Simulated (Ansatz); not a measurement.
# FH7N2OSi2: the cost of one run

All numbers below are computed with Ansatz 0.2.0 (RHF/cc-pVDZ).

### 1 Starting point

Bond lengths: N1–Si2 1.683 Å, Si2–N3 1.658 Å, Si2–F4 1.610 Å, Si2–Si5 2.357 Å, Si5–O6 1.694 Å, N1–H7 0.974 Å, N1–H8 1.000 Å, N3–H9 1.062 Å, N3–H10 1.035 Å, Si5–H11 1.469 Å, Si5–H12 1.495 Å, O6–H13 0.998 Å. Angles (14 of 19 angles, heavy atoms first): N1–Si2–N3 92.7°, N1–Si2–F4 107.9°, N1–Si2–Si5 117.4°, N3–Si2–F4 106.0°, N3–Si2–Si5 116.7°, F4–Si2–Si5 113.8°, Si2–Si5–O6 109.7°, Si2–N1–H7 106.1°, Si2–N1–H8 105.1°, Si2–N3–H9 111.9°, Si2–N3–H10 111.3°, Si2–Si5–H11 111.2°, Si2–Si5–H12 110.5°, O6–Si5–H11 106.4°.

Coordinates:

```xyz
13

N    -0.8694   -1.5770    0.5514
Si    0.2689   -0.6771   -0.3013
N     1.4054   -0.8332    0.8958
F     0.7932   -1.5769   -1.5292
Si   -0.3257    1.5189   -0.9190
O    -0.8647    2.3688    0.4433
H    -0.3634   -2.1721    1.1334
H    -1.3465   -2.1167   -0.1416
H     1.2082   -0.1887    1.7159
H     2.3377   -0.5189    0.5731
H    -1.4400    1.5186   -1.8760
H     0.8655    2.2551   -1.4415
H    -1.6488    1.9644    0.9105
```

### 2 End point A

Input file input.yaml:

```yaml
crystal:
  periodic: [false, false, false]
  atoms:
    - { symbol: "N", position_ang: [-0.8694, -1.577, 0.5514] }
    - { symbol: Si, position_ang: [0.2689, -0.6771, -0.3013] }
    - { symbol: "N", position_ang: [1.4054, -0.8332, 0.8958] }
    - { symbol: F, position_ang: [0.7932, -1.5769, -1.5292] }
    - { symbol: Si, position_ang: [-0.3257, 1.5189, -0.919] }
    - { symbol: O, position_ang: [-0.8647, 2.3688, 0.4433] }
    - { symbol: H, position_ang: [-0.3634, -2.1721, 1.1334] }
    - { symbol: H, position_ang: [-1.3465, -2.1167, -0.1416] }
    - { symbol: H, position_ang: [1.2082, -0.1887, 1.7159] }
    - { symbol: H, position_ang: [2.3377, -0.5189, 0.5731] }
    - { symbol: H, position_ang: [-1.44, 1.5186, -1.876] }
    - { symbol: H, position_ang: [0.8655, 2.2551, -1.4415] }
    - { symbol: H, position_ang: [-1.6488, 1.9644, 0.9105] }
basis:
  gaussian: { orbitals: cc-pVDZ }
hamiltonian:
  xc: hf
relax:
  f_tol: 0.02
  max_steps: 50
```

The run is started by

```sh
$ ansatz run input.yaml --threads 2 --pin off --max-ram 3072MiB --backend cpu --events-out ev --progress --plain --runs-dir out
```

**Question.** How long does this run take on 2 threads of Arm Neoverse V1, shared host, and how much memory does it need?

About 28 s, with a peak of 0.3 GiB.
